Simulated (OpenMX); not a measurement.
Hf2Pd2Se2Br2O3:

```
Hf Pd Se Br O
1.0
     3.72613    0.00000    0.00000
    -1.86306    3.22692    0.00000
     0.00000    0.00000   17.00867
Hf Pd Se Br O
2 2 2 2 3
Direct
  0.66667 0.33333 0.93385
  0.33333 0.66667 0.06615
  0.00000 0.00000 0.30298
  0.00000 0.00000 0.69702
  0.33333 0.66667 0.22649
  0.66667 0.33333 0.77351
  0.66667 0.33333 0.39862
  0.33333 0.66667 0.60138
  0.33333 0.66667 0.92689
  0.66667 0.33333 0.07311
  0.00000 0.00000 0.00000
```

The cell was built by a generator and needn't be a form met in nature.

Base run:

| Property | Result |
| --- | --- |
| Program | OpenMX 3.8.5 |
| Functional | PBE |
| Potentials or basis | OpenMX 2013 PBE set, Hf7.0-s3p2d2f1, Pd7.0-s3p2d2, Se7.0-s3p2d2, Br7.0-s3p2d2, O6.0-s2p2d1, grid cutoff 400 Ry |
| k mesh | 9 × 9 × 3 |
| Occupations | fermi-dirac, width 0.05 eV |
| Spin | no spin polarisation |

Its results: pressure 0.3 GPa; largest force 0.302 eV/Å.

Task: The run is repeated on the same cell with these changes: functional from PBE to LDA; potentials or basis from OpenMX 2013 PBE set, Hf7.0-s3p2d2f1, Pd7.0-s3p2d2, Se7.0-s3p2d2, Br7.0-s3p2d2, O6.0-s2p2d1, grid cutoff 400 Ry to OpenMX 2013 LDA set, Hf7.0-s3p2d2f1, Pd7.0-s3p2d2, Se7.0-s3p2d2, Br7.0-s3p2d2, O6.0-s2p2d1, grid cutoff 400 Ry. What comes out?

Result: Pressure -8.0 GPa; largest force 0.655 eV/Å.

Caveats: the basis of atomic orbitals isn't converged, which shifts pressures, moduli and gaps; this functional lacks dispersion, which binds the layers, so the pressure and a relaxed spacing across them are unreliable (some runs).

Not every run made on this cell is shown here.
